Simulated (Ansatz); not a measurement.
# Ir (Iridium): the cost of one run

Program: Ansatz 0.2.0 through its Python package. Level of theory: DFT PBE, plane waves, PAW. These are calculated values, not measurements.

The COD entry's cell or inner coordinates are ideal or old and differ from later refinements, so a difference from it is no clean test against experiment.

**1. The structure**

It takes space group Fm-3m (No. 225, cubic). Conventional cell: a = 3.831 Å, b = 3.831 Å, c = 3.831 Å, α = 90.00°, β = 90.00°, γ = 90.00°. Ir (site symmetry m-3m) has 12 Ir at 2.71 Å as nearest neighbours.

No structure file is read: the coordinates are typed or built in the script.

**2. Script**

File run_vcrelax.py:

```python
"""Variable-cell relaxation of Ir."""

import json

import ansatz
from ase import Atoms
from ase.io import write
from ase.neighborlist import neighbor_list
import numpy as np

SMEARING_WIDTH = 0.2
N_EMPTY = 12
KGRID = (15, 15, 15)

def edges_and_angles(cell):
    cell = np.asarray(cell)
    a, b, c = np.linalg.norm(cell, axis=1)
    cosines = cell[1] @ cell[2] / (b * c), cell[0] @ cell[2] / (a * c), cell[0] @ cell[1] / (a * b)
    return (a, b, c, *np.degrees(np.arccos(cosines)))

structure = (
    ansatz.Lattice.from_parameters(2.709068, 2.709068, 2.709068, alpha=60.0, beta=60.0, gamma=60.0)
    .atom("Ir", [0.0, 0.0, 0.0])
)

# a pressure is positive in compression
setup = (
    structure.calculation()
    .occupations(ansatz.OccupationsMethod.METHFESSEL_PAXTON, width=SMEARING_WIDTH)
    .scf(extra_bands=N_EMPTY, algorithm="direct_min")
    .eigensolver("davidson")
    .functional(ansatz.Functional.PBE)
    .kpoints(*KGRID, center="gamma")
    .relax(pressure=30, stress_tolerance=0.1)
    .density()
    .band_table()
)
out = setup.run(threads=1, pin="off", events_out="ir.ndjson")
with open("ir.ndjson") as stream:
    events = [json.loads(line) for line in stream]
steps = [e["data"] for e in events if e["event"] == "relax_step"]
summary = out.report
for s in steps:
    flag = "" if s["accepted"] else "  (rejected)"
    print("step %2d  E = %.5f eV  largest force component = %.4f eV/A%s" % (s["step"], s["lagrangian_ev"], s["allowed_force_max_ev_ang"], flag))

first, last = steps[0], steps[-1]
symbols = [site.symbol for site in out.lattice.sites]
print(f"energy gained {first['lagrangian_ev'] - last['lagrangian_ev']:.4f} eV in {len(steps) - 1} steps")
for label, vectors in (("before", first["cell_ang"]), ("after", out.lattice.cell_ang)):
    print(label, "a b c (A) {:.4f} {:.4f} {:.4f}  angles {:.2f} {:.2f} {:.2f}".format(*edges_and_angles(vectors)), f" V = {abs(np.linalg.det(vectors)):.3f} A^3")
print("final stress xx yy zz (GPa, compression positive):", np.round(np.diag(summary["stress_gpa"]), 3) + 0.0)

relaxed = Atoms(symbols, positions=[site.position_ang for site in out.lattice.sites], cell=out.lattice.cell_ang, pbc=True)
write("relaxed.vasp", relaxed, format="vasp")

print("relaxed fractional positions")
for site in out.lattice.sites:
    print(f"  {site.symbol:2s}", " ".join(f"{v % 1:8.5f}" for v in np.round(site.position_frac, 5)))

final = Atoms(symbols, positions=last["positions_ang"], cell=out.lattice.cell_ang, pbc=True)
i, j, d = neighbor_list("ijd", final, 4.5)
print("neighbours within 1.15 times the shortest distance of each atom (A)")
for atom in range(len(final)):
    near = [m for m in np.argsort(d) if i[m] == atom]
    shell = [m for m in near if d[m] < 1.15 * d[near[0]]]
    print(f"{symbols[atom]}{atom} ({len(shell)}):", ", ".join(f"{symbols[j[m]]} {d[m]:.3f}" for m in shell))

print("atom   start x y z (A)              end x y z (A)")
for symbol, a, b in zip(symbols, first["positions_ang"], last["positions_ang"]):
    print(f"{symbol:3s}", " ".join(f"{v:8.4f}" for v in a), "  ", " ".join(f"{v:8.4f}" for v in b))

print("%-22s %14.5f eV" % ("F = E - TS", summary["free_energy_ev"]))
print("%-22s %14.5f eV" % ("E", summary["internal_energy_ev"]))
print("%-22s %14.5f eV" % ("Harris-Foulkes", summary["harris_foulkes_ev"]))
print("%-22s %14.5f eV" % ("Fermi level", summary["fermi_energy_ev"]))

rho = out.density()
total = sum(ch.density_e_per_ang3 for ch in rho.channels[:2]) if len(rho.channels) < 3 else rho.channels[0].density_e_per_ang3
print("grid", rho.dims, "electrons", round(float(total.mean() * rho.cell_volume_ang3), 4))
profile = total.mean(axis=(0, 2))
print("planar average along grid axis 1 (e/A^3):")
print(np.array2string(profile[:: max(len(profile) // 16, 1)], precision=4))

fermi = summary["fermi_energy_ev"]
print("levels less the Fermi level (eV) at the first k-points")
for k, levels in list(zip(summary["kpoints_frac"], summary["eigenvalues_ev"]))[:3]:
    print("k = ({:.3f}, {:.3f}, {:.3f})".format(*k))
    print("   ", " ".join(f"{e - fermi:.3f}" for e in levels))
```

**3. What the engine is handed**

The engine receives this input:

```yaml
crystal:
  lattice:
    a: 2.709068
    b: 2.709068
    c: 2.709068
    alpha: 60.0
    beta: 60.0
    gamma: 60.0
  atoms:
    - { symbol: Ir, position: [0.0, 0.0, 0.0] }
kpoints:
  mp_grid:
    grid: [15, 15, 15]
    shift: [0.0, 0.0, 0.0]
hamiltonian:
  xc: pbe
scf:
  algorithm: direct_min
  n_extra_bands: 12
  occupations:
    method: methfessel_paxton
    width: 0.2
  eigensolver:
    kind: davidson
relax:
  cell:
    p_target: 30.0
    stress_tol: 0.1
output:
  write_density: true
  eigenvalues: true
```

**4. Launch**

Command:

```sh
> python run_vcrelax.py
```

Q: Estimate wall time and peak memory on 1 thread of Arm Neoverse N1, shared host.

About 23 s, with a peak of 0.47 GiB.
